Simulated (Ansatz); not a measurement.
# C2H7ClOSeSi: the cost of one run

Program: Ansatz 0.2.0. Level of theory: RHF/def2-SVP. These are calculated values, not measurements.

## (1) The system as given

Bond lengths: C1–C2 1.569 Å, C2–O3 1.395 Å, C2–Se4 1.899 Å, Se4–Si5 2.252 Å, Si5–Cl6 2.114 Å, C1–H7 1.102 Å, C1–H8 1.072 Å, C1–H9 1.073 Å, C2–H10 1.115 Å, O3–H11 1.029 Å, Si5–H12 1.485 Å, Si5–H13 1.520 Å. Angles (14 of 20 angles, heavy atoms first): C1–C2–O3 109.6°, C1–C2–Se4 111.9°, O3–C2–Se4 109.0°, C2–Se4–Si5 95.6°, Se4–Si5–Cl6 110.7°, C1–C2–H10 108.3°, O3–C2–H10 110.2°, Se4–C2–H10 107.8°, C2–C1–H7 106.6°, C2–C1–H8 109.5°, C2–C1–H9 105.9°, C2–O3–H11 106.6°, Se4–Si5–H12 109.1°, Se4–Si5–H13 110.7°.

As a file:

```xyz
13

C     0.4851   -2.0850   -0.3784
C     0.2438   -0.5853    0.0154
O    -0.0068   -0.4956    1.3843
Se   -1.2206    0.1677   -0.9306
Si   -0.8037    2.2962   -0.3236
Cl   -1.2214    2.5842    1.7281
H    -0.4336   -2.6331   -0.1124
H     1.3614   -2.4486    0.1197
H     0.6028   -2.0933   -1.4445
H     1.1572   -0.0024   -0.2485
H     0.9021   -0.5910    1.8566
H     0.6343    2.5916   -0.5448
H    -1.6802    3.2599   -1.1064
```

## (2) End point A

Input file input.yaml:

```yaml
crystal:
  periodic: [false, false, false]
  atoms:
    - { symbol: C, position_ang: [0.4851, -2.085, -0.3784] }
    - { symbol: C, position_ang: [0.2438, -0.5853, 0.0154] }
    - { symbol: O, position_ang: [-0.0068, -0.4956, 1.3843] }
    - { symbol: Se, position_ang: [-1.2206, 0.1677, -0.9306] }
    - { symbol: Si, position_ang: [-0.8037, 2.2962, -0.3236] }
    - { symbol: Cl, position_ang: [-1.2214, 2.5842, 1.7281] }
    - { symbol: H, position_ang: [-0.4336, -2.6331, -0.1124] }
    - { symbol: H, position_ang: [1.3614, -2.4486, 0.1197] }
    - { symbol: H, position_ang: [0.6028, -2.0933, -1.4445] }
    - { symbol: H, position_ang: [1.1572, -0.0024, -0.2485] }
    - { symbol: H, position_ang: [0.9021, -0.591, 1.8566] }
    - { symbol: H, position_ang: [0.6343, 2.5916, -0.5448] }
    - { symbol: H, position_ang: [-1.6802, 3.2599, -1.1064] }
basis:
  gaussian: { orbitals: def2-SVP }
hamiltonian:
  xc: hf
relax:
  f_tol: 0.015
  max_steps: 40
```

On the command line:

```bash
> ansatz run input.yaml --threads 2 --pin off --max-ram 3072MiB --backend cpu --events-out ev --progress --plain --runs-dir out
```

What time and memory should one allow on 2 threads of Arm Neoverse N1, shared host?

About 2.2 min, with a peak of 0.46 GiB.
